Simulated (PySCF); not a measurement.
# A gas-phase reaction: Al4H9N5 + BCl3 → Al4BCl2H8N5 + ClH, part 2 of 2

PySCF 2.14.0. Atoms count from 0, parts from 1. Earlier steps stand in the parts before.

### 4 Reaction energy: BHandHLYP/def2-SVPD

What the job is given:

```
{"job": {"kind": "react", "xc": "BHandHLYP", "basis": "def2-SVPD"}, "charge": 0, "multiplicity": 1}
-1 Al4H9N5 charge 0 multiplicity 1
N     -1.128120    -1.878670     1.992750
Al    -0.450330    -0.781110     0.792240
N      0.265940    -1.296290    -0.954930
Al     1.748140    -0.094150    -0.614480
N      0.825010     1.404170    -1.447980
Al    -0.693760     0.212830    -1.704420
N     -1.464880     0.694670     0.007880
Al     0.091810     1.814620     0.309180
N      1.087510     0.374180     1.145230
H     -2.107290    -2.074580     2.130230
H     -0.597820    -2.479620     2.604410
H      0.305400    -2.245450    -1.315960
H      3.193890    -0.428990    -0.911930
H      1.207480     2.064460    -2.120160
H     -1.478420     0.164040    -2.997660
H     -2.434650     0.914360     0.217350
H      0.028090     3.227480     0.847450
H      1.601990     0.408040     2.020800

-1 BCl3 charge 0 multiplicity 1
Cl    -1.581230    -0.508530     0.459760
B      0.000180     0.000080     0.000070
Cl     1.253910     0.085540     1.178730
Cl     0.327130     0.422920    -1.638560

+1 Al4BCl2H8N5 charge 0 multiplicity 1
Cl     1.679700    -1.013000    -2.227730
B      0.309400    -0.617190    -3.265500
Cl     0.387880    -0.916000    -4.954690
N     -0.702870    -0.086580    -2.515170
Al     0.039410    -0.129700    -0.794980
N     -1.485060     0.643600     0.191010
Al    -0.241560     1.735310     1.158010
N     -0.015040     0.383290     2.545230
Al    -1.253560    -0.719550     1.517730
N      0.191400    -1.543520     0.513930
Al     1.408160    -0.359540     1.483230
N      1.258480     1.046990     0.133760
H     -1.580000     0.207360    -2.917190
H     -2.355020     0.938610    -0.244630
H     -0.388390     3.202720     1.491070
H     -0.021640     0.533860     3.550210
H     -2.340650    -1.528030     2.188120
H      0.333050    -2.540430     0.366470
H      2.741590    -0.827570     2.019970
H      2.034730     1.589360    -0.238840

+1 ClH charge 0 multiplicity 1
Cl     0.638600    -0.004650     0.005730
H     -0.638600     0.004650    -0.005730
```

Method: BHandHLYP/def2-SVPD reaction energy of separated species, gas phase.

Output:

```text
species 1 (Al4H9N5)
coarse grid: 17392 points
cycle   1  E = -1248.4254702777  dE =  1.236e+00  |g| = 8.323e-01  |ddm| = 9.703e+00
cycle   2  E = -1248.4046803127  dE =  2.079e-02  |g| = 8.926e-01  |ddm| = 2.735e+00
cycle   3  E = -1248.5867238099  dE = -1.820e-01  |g| = 5.609e-02  |ddm| = 1.704e+00
cycle   4  E = -1248.5875307499  dE = -8.069e-04  |g| = 2.142e-02  |ddm| = 2.579e-01
cycle   5  E = -1248.5876311471  dE = -1.004e-04  |g| = 5.905e-03  |ddm| = 6.228e-02
cycle   6  E = -1248.5876390189  dE = -7.872e-06  |g| = 7.509e-04  |ddm| = 1.431e-02
final grid: 150872 points
cycle   7  E = -1248.6880353932  dE = -1.486e-05  |g| = 3.492e-03  |ddm| = 1.465e-01
cycle   8  E = -1248.6880349902  dE =  4.030e-07  |g| = 3.901e-03  |ddm| = 1.678e-02
cycle   9  E = -1248.6880383621  dE = -3.372e-06  |g| = 1.399e-04  |ddm| = 8.371e-03
cycle  10  E = -1248.6880383697  dE = -7.588e-09  |g| = 8.833e-05  |ddm| = 1.408e-03
cycle  11  E = -1248.6880383715  dE = -1.860e-09  |g| = 3.039e-05  |ddm| = 3.666e-04
cycle  12  E = -1248.6880383718  dE = -2.246e-10  |g| = 7.359e-06  |ddm| = 9.466e-05
converged SCF energy = -1248.6880383718

species 2 (BCl3)
coarse grid: 5960 points
cycle   1  E = -1404.9976119941  dE =  5.853e-01  |g| = 3.581e-01  |ddm| = 2.541e+00
cycle   2  E = -1404.9949767872  dE =  2.635e-03  |g| = 4.006e-01  |ddm| = 8.821e-01
cycle   3  E = -1405.0384652713  dE = -4.349e-02  |g| = 1.947e-02  |ddm| = 4.658e-01
cycle   4  E = -1405.0386127387  dE = -1.475e-04  |g| = 6.675e-03  |ddm| = 3.770e-02
cycle   5  E = -1405.0386261547  dE = -1.342e-05  |g| = 8.962e-04  |ddm| = 1.060e-02
cycle   6  E = -1405.0386264539  dE = -2.992e-07  |g| = 1.040e-04  |ddm| = 1.546e-03
final grid: 46448 points
cycle   7  E = -1405.1291045544  dE = -4.193e-06  |g| = 1.259e-03  |ddm| = 1.585e-02
cycle   8  E = -1405.1291048272  dE = -2.728e-07  |g| = 6.899e-04  |ddm| = 2.765e-03
cycle   9  E = -1405.1291049319  dE = -1.047e-07  |g| = 1.016e-04  |ddm| = 9.878e-04
cycle  10  E = -1405.1291049345  dE = -2.583e-09  |g| = 4.771e-05  |ddm| = 1.820e-04
cycle  11  E = -1405.1291049352  dE = -6.860e-10  |g| = 6.534e-06  |ddm| = 5.641e-05
converged SCF energy = -1405.1291049352

species 3 (Al4BCl2H8N5)
coarse grid: 21104 points
cycle   1  E = -2192.8033257360  dE =  2.173e+00  |g| = 8.870e-01  |ddm| = 1.041e+01
cycle   2  E = -2192.7677481505  dE =  3.558e-02  |g| = 9.845e-01  |ddm| = 3.463e+00
cycle   3  E = -2192.9897492727  dE = -2.220e-01  |g| = 7.266e-02  |ddm| = 2.063e+00
cycle   4  E = -2192.9911287576  dE = -1.379e-03  |g| = 2.843e-02  |ddm| = 3.554e-01
cycle   5  E = -2192.9913383697  dE = -2.096e-04  |g| = 7.462e-03  |ddm| = 1.237e-01
cycle   6  E = -2192.9913513035  dE = -1.293e-05  |g| = 2.530e-03  |ddm| = 2.039e-02
cycle   7  E = -2192.9913527467  dE = -1.443e-06  |g| = 4.618e-04  |ddm| = 7.174e-03
final grid: 180200 points
cycle   8  E = -2193.1543808046  dE = -1.904e-05  |g| = 3.854e-03  |ddm| = 1.553e-01
cycle   9  E = -2193.1543801054  dE =  6.992e-07  |g| = 4.325e-03  |ddm| = 1.545e-02
cycle  10  E = -2193.1543842370  dE = -4.132e-06  |g| = 2.546e-04  |ddm| = 7.726e-03
cycle  11  E = -2193.1543842535  dE = -1.653e-08  |g| = 1.218e-04  |ddm| = 1.286e-03
cycle  12  E = -2193.1543842573  dE = -3.842e-09  |g| = 4.041e-05  |ddm| = 5.288e-04
cycle  13  E = -2193.1543842577  dE = -3.738e-10  |g| = 1.089e-05  |ddm| = 1.014e-04
converged SCF energy = -2193.1543842577

species 4 (ClH)
coarse grid: 2248 points
cycle   1  E = -460.6243520910  dE = -6.625e-02  |g| = 1.804e-01  |ddm| = 9.711e-01
cycle   2  E = -460.6316815644  dE = -7.329e-03  |g| = 1.234e-01  |ddm| = 3.188e-01
cycle   3  E = -460.6360510232  dE = -4.369e-03  |g| = 6.550e-03  |ddm| = 1.393e-01
cycle   4  E = -460.6360694570  dE = -1.843e-05  |g| = 1.420e-03  |ddm| = 7.713e-03
cycle   5  E = -460.6360704934  dE = -1.036e-06  |g| = 5.236e-04  |ddm| = 2.006e-03
final grid: 17120 points
cycle   6  E = -460.6649756117  dE = -6.938e-07  |g| = 6.028e-04  |ddm| = 4.662e-03
cycle   7  E = -460.6649756662  dE = -5.452e-08  |g| = 4.031e-04  |ddm| = 1.093e-03
cycle   8  E = -460.6649757087  dE = -4.252e-08  |g| = 1.429e-05  |ddm| = 4.751e-04
cycle   9  E = -460.6649757088  dE = -1.068e-10  |g| = 3.996e-06  |ddm| = 3.184e-05
converged SCF energy = -460.6649757088

Reaction energy = -1.391 kcal/mol
```

It took 2.4 min on 1 thread of Intel Xeon at 2.70GHz, shared host; peak memory 1.3 GiB.

Reaction energy at this level: -1.39 kcal/mol.

### 5 Energies of the species: B3LYP-D3(0)/jun-cc-pV(D+d)Z

Same as in step 4 but for these lines:

```diff
@@ -1,2 +1,2 @@
-{"job": {"kind": "react", "xc": "BHandHLYP", "basis": "def2-SVPD"}, "charge": 0, "multiplicity": 1}
+{"job": {"kind": "react", "xc": "B3LYP", "basis": "jun-cc-pV(D+d)Z", "disp": "d3zero"}, "charge": 0, "multiplicity": 1}
 -1 Al4H9N5 charge 0 multiplicity 1
```

With the program's defaults for keys left out, this is: B3LYP-D3(0)/jun-cc-pV(D+d)Z reaction energy of separated species, gas phase.

Output:

```text
species 1 (Al4H9N5)
coarse grid: 17392 points
cycle   1  E = -1249.1426400999  dE =  1.219e+00  |g| = 1.067e+00  |ddm| = 5.767e+00
cycle   2  E = -1248.6939544001  dE =  4.487e-01  |g| = 1.727e+00  |ddm| = 3.164e+00
cycle   3  E = -1249.3928378195  dE = -6.989e-01  |g| = 8.919e-02  |ddm| = 2.167e+00
cycle   4  E = -1249.3948806382  dE = -2.043e-03  |g| = 4.361e-02  |ddm| = 2.166e-01
cycle   5  E = -1249.3952964698  dE = -4.158e-04  |g| = 1.411e-02  |ddm| = 6.837e-02
cycle   6  E = -1249.3953397868  dE = -4.332e-05  |g| = 3.714e-03  |ddm| = 1.717e-02
cycle   7  E = -1249.3953431119  dE = -3.325e-06  |g| = 4.052e-04  |ddm| = 6.832e-03
final grid: 150872 points
cycle   8  E = -1249.4205495924  dE = -1.779e-05  |g| = 7.283e-03  |ddm| = 7.317e-02
cycle   9  E = -1249.4205306566  dE =  1.894e-05  |g| = 1.178e-02  |ddm| = 2.107e-02
cycle  10  E = -1249.4205615875  dE = -3.093e-05  |g| = 2.458e-04  |ddm| = 1.259e-02
cycle  11  E = -1249.4205615912  dE = -3.669e-09  |g| = 2.227e-04  |ddm| = 5.274e-04
cycle  12  E = -1249.4205616021  dE = -1.087e-08  |g| = 3.460e-05  |ddm| = 2.404e-04
cycle  13  E = -1249.4205616024  dE = -2.910e-10  |g| = 1.158e-05  |ddm| = 6.623e-05
converged SCF energy = -1249.4205616024

species 2 (BCl3)
coarse grid: 5960 points
cycle   1  E = -1405.5986049235  dE =  5.460e-01  |g| = 2.799e-01  |ddm| = 1.900e+00
cycle   2  E = -1405.5778201010  dE =  2.078e-02  |g| = 4.094e-01  |ddm| = 6.084e-01
cycle   3  E = -1405.6212794264  dE = -4.346e-02  |g| = 5.144e-02  |ddm| = 3.742e-01
cycle   4  E = -1405.6218739035  dE = -5.945e-04  |g| = 5.329e-03  |ddm| = 5.137e-02
cycle   5  E = -1405.6218818093  dE = -7.906e-06  |g| = 6.053e-04  |ddm| = 6.588e-03
final grid: 46448 points
cycle   6  E = -1405.6393337744  dE = -4.110e-06  |g| = 1.837e-03  |ddm| = 8.959e-03
cycle   7  E = -1405.6393341477  dE = -3.733e-07  |g| = 1.431e-03  |ddm| = 3.403e-03
cycle   8  E = -1405.6393346794  dE = -5.317e-07  |g| = 1.223e-04  |ddm| = 1.503e-03
cycle   9  E = -1405.6393346825  dE = -3.068e-09  |g| = 4.285e-05  |ddm| = 1.687e-04
cycle  10  E = -1405.6393346830  dE = -5.009e-10  |g| = 1.247e-05  |ddm| = 5.311e-05
converged SCF energy = -1405.6393346830

species 3 (Al4BCl2H8N5)
coarse grid: 21104 points
cycle   1  E = -2193.9220477857  dE =  2.023e+00  |g| = 1.097e+00  |ddm| = 6.591e+00
cycle   2  E = -2193.3821240479  dE =  5.399e-01  |g| = 1.851e+00  |ddm| = 3.923e+00
cycle   3  E = -2194.1835868673  dE = -8.015e-01  |g| = 1.447e-01  |ddm| = 2.768e+00
cycle   4  E = -2194.1890991898  dE = -5.512e-03  |g| = 6.089e-02  |ddm| = 3.911e-01
cycle   5  E = -2194.1899083101  dE = -8.091e-04  |g| = 2.573e-02  |ddm| = 1.196e-01
cycle   6  E = -2194.1900536369  dE = -1.453e-04  |g| = 5.208e-03  |ddm| = 3.218e-02
cycle   7  E = -2194.1900598483  dE = -6.211e-06  |g| = 9.463e-04  |ddm| = 1.029e-02
final grid: 180200 points
cycle   8  E = -2194.2294092985  dE = -2.268e-05  |g| = 7.807e-03  |ddm| = 8.839e-02
cycle   9  E = -2194.2293847512  dE =  2.455e-05  |g| = 1.300e-02  |ddm| = 2.515e-02
cycle  10  E = -2194.2294228832  dE = -3.813e-05  |g| = 7.398e-04  |ddm| = 1.598e-02
cycle  11  E = -2194.2294230050  dE = -1.218e-07  |g| = 2.488e-04  |ddm| = 1.550e-03
cycle  12  E = -2194.2294230168  dE = -1.187e-08  |g| = 9.830e-05  |ddm| = 3.692e-04
cycle  13  E = -2194.2294230190  dE = -2.159e-09  |g| = 1.824e-05  |ddm| = 1.568e-04
cycle  14  E = -2194.2294230191  dE = -8.004e-11  |g| = 5.387e-06  |ddm| = 4.805e-05
converged SCF energy = -2194.2294230191

species 4 (ClH)
coarse grid: 2248 points
cycle   1  E = -460.8120527825  dE = -2.497e-02  |g| = 1.841e-01  |ddm| = 9.387e-01
cycle   2  E = -460.8135842354  dE = -1.531e-03  |g| = 1.845e-01  |ddm| = 3.763e-01
cycle   3  E = -460.8231675771  dE = -9.583e-03  |g| = 7.600e-03  |ddm| = 1.789e-01
cycle   4  E = -460.8231748852  dE = -7.308e-06  |g| = 1.107e-03  |ddm| = 5.156e-03
final grid: 17120 points
cycle   5  E = -460.8279509690  dE = -6.639e-07  |g| = 6.782e-04  |ddm| = 2.517e-03
cycle   6  E = -460.8279509756  dE = -6.538e-09  |g| = 6.111e-04  |ddm| = 1.109e-03
cycle   7  E = -460.8279510683  dE = -9.276e-08  |g| = 2.884e-05  |ddm| = 5.663e-04
cycle   8  E = -460.8279510686  dE = -2.609e-10  |g| = 2.406e-06  |ddm| = 3.166e-05
converged SCF energy = -460.8279510686

Reaction energy = -2.550 kcal/mol
```

Run time: 2.4 min. Hardware: 1 thread of Intel Xeon at 2.70GHz, shared host; peak memory 1.2 GiB.

Reaction energy at this level: -2.55 kcal/mol.

### 6 Comparing the runs

Energies in kcal/mol, with wall time:

```csv
run,reaction,time
PBE0-D3(BJ)/def2-SVPD,-6.16,3.8 min
TPSSh-D3(BJ)/def2-SVPD,-7.61,4.8 min
BHandHLYP/def2-SVPD,-1.39,2.4 min
B3LYP-D3(0)/jun-cc-pV(D+d)Z,-2.55,2.4 min
```

### 7 Results

This closing draws on all 2 parts.

```
                                                quantity                    value
                 reaction energy (PBE0-D3(BJ)/def2-SVPD)           -6.16 kcal/mol
                     ΔH, ΔG at 298 K (xTB thermal terms)      -5.9, -3.1 kcal/mol
range of the reaction energy over the runs of this table  -7.61 to -1.39 kcal/mol
```

**Reading.** The reaction is exothermic by 5.9 kcal/mol in the gas phase; dispersion gives -2.83, and xTB itself gave -33.07 for the electronic energy (xTB energies and thermal terms come from the earlier relaxation of each species, not shown). No barrier was sought. xTB and this level differ widely in the electronic energy, so what comes from xTB (the thermal terms above all) is less safe here. The reaction energy runs from -7.61 (TPSSh-D3(BJ)/def2-SVPD) to -1.39 kcal/mol (BHandHLYP/def2-SVPD). Some runs hold a dispersion term and some don't.
